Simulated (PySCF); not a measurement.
# H4Tl (Tl(H)4-): the cost of one run

Method: several levels, as the steps say, no spin–orbit coupling; program: PySCF 2.14.0.

1 further run of the same task is left out (for a known fault of the program).

## Step 1: Where the work starts

5 atoms, charge -1, spin multiplicity 1.

Bond lengths: Tl1–H2 1.803 Å, Tl1–H3 1.803 Å, Tl1–H4 1.803 Å, Tl1–H5 1.803 Å. Angles: H2–Tl1–H3 109.5°, H2–Tl1–H4 109.5°, H2–Tl1–H5 109.5°, H3–Tl1–H4 109.5°, H3–Tl1–H5 109.5°, H4–Tl1–H5 109.5°.

Coordinates:

```
Tl    0.00000    0.00000    0.00000
H     1.04122    1.04122    1.04122
H    -1.04122   -1.04122    1.04122
H     1.04122   -1.04122   -1.04122
H    -1.04122    1.04122   -1.04122
```

Formal oxidation states: Tl +3. An earlier session relaxed this geometry at PBE0, Tl def2-SVP with ECP60, H def2-SVP (singlet, point group Td).

At PBE0 on the finer grid: E = -174.847902 Eh, HOMO -1.98 eV, LUMO 6.25 eV, Mulliken charge on Tl1 -0.24 e, largest force component 0.000 eV/Å. 

Levels to run: r2SCAN; revPBE; PBE0, TZVP. Hardware: 2 threads of Arm Neoverse V2, shared host.

## Step 2: r2SCAN

File run.py (the lines that set the calculation):

```python
mol = gto.M(atom='''
Tl     0.00000     0.00000     0.00000
H      1.04122     1.04122     1.04122
H     -1.04122    -1.04122     1.04122
H      1.04122    -1.04122    -1.04122
H     -1.04122     1.04122    -1.04122''',
    basis={'Tl': 'def2-SVP', 'H': 'def2-SVP'},
    ecp={'Tl': 'def2-SVP'},
    charge=-1, spin=0)
mf = dft.RKS(mol, xc='R2SCAN')
mf.grids.atom_grid = (75, 302)
mf = mf.density_fit()  # fitting sets: Tl def2-universal-JKFIT, H def2-universal-JKFIT
mf.conv_tol = 1e-08; mf.max_cycle = 55
mf.kernel(dm0)  # dm0: the density of the relaxed state
```

Run with:

```
$ OMP_NUM_THREADS=2 python run.py
```

**Question.** How long does this run take on 2 threads of Arm Neoverse V2, shared host?

About 1.2 s.
